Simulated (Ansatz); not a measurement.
# Sc4SiN: the cost of one run

Computed with Ansatz 0.2.0 (DFT PBE, scalar-relativistic, plane waves, PAW, unless a step's input says otherwise).

1 further run of the same task is left out (it didn't finish).

### 1 Starting point

The structure is cubic, space group F-43m (No. 216). The conventional cell has a = 7.156 Å, b = 7.156 Å, c = 7.156 Å, α = 90.00°, β = 90.00°, γ = 90.00°. Sc (site symmetry 3m) is surrounded by 6 Sc at 2.52 to 2.54 Å and 3 Si at 2.97 Å and 3 N at 2.97 Å. Si (site symmetry -43m) is surrounded by 12 Sc at 2.97 Å. N (site symmetry -43m) has 12 Sc at 2.97 Å as nearest neighbours.

Structure file:

```cif
data_structure
_symmetry_space_group_name_H-M 'F-43m'
_symmetry_Int_Tables_number 216
_cell_length_a 7.1561
_cell_length_b 7.1561
_cell_length_c 7.1561
_cell_angle_alpha 90.000
_cell_angle_beta 90.000
_cell_angle_gamma 90.000
_cell_volume 366.46
loop_
_atom_site_label
_atom_site_type_symbol
_atom_site_symmetry_multiplicity
_atom_site_Wyckoff_symbol
_atom_site_fract_x
_atom_site_fract_y
_atom_site_fract_z
_atom_site_occupancy
Sc1 Sc 16 e 0.87469 0.37469 0.87469 1
Si1 Si 4 a 0.00000 0.00000 0.00000 1
N1 N 4 d 0.25000 0.25000 0.75000 1
```

Recipe of the guess: species swapped into a database cell of YbInCu4 (F-43m, No. 216), with N on the Yb sites, Si on the In sites and Sc on the Cu sites. The dimensions are guesses.

### 2 Probe: one point on a coarse mesh

input.yaml

```yaml
crystal:
  lattice:
    - [0.0, 3.57803075, 3.57803075]
    - [3.57803075, 0.0, 3.57803075]
    - [3.57803075, 3.57803075, 0.0]
  atoms:
    - { symbol: Sc, position: [0.625308, 0.625308, 0.124076] }
    - { symbol: Sc, position: [0.625308, 0.625308, 0.625308] }
    - { symbol: Sc, position: [0.124076, 0.625308, 0.625308] }
    - { symbol: Sc, position: [0.625308, 0.124076, 0.625308] }
    - { symbol: Si, position: [0.0, 0.0, 0.0] }
    - { symbol: "N", position: [0.25, 0.25, 0.25] }
basis:
  ecutwfc: 420
kpoints:
  mp_grid: { grid: [4, 4, 4] }
hamiltonian:
  xc: pbe
scf:
  occupations: { method: gaussian, width: 0.1 }
  lower_state_search: "off"
output:
  forces: true
  stress: true
  eigenvalues: true
```

Launch:

```sh
$ ansatz run input.yaml --threads 1 --pin off --max-ram 2560MiB --backend cpu --events-out ev --progress --plain --runs-dir out
```

Q: Estimate wall time and peak memory on 1 thread of Intel Xeon Platinum 8488C (Sapphire Rapids), shared host.

About 1.6 s, with a peak of 0.38 GiB.
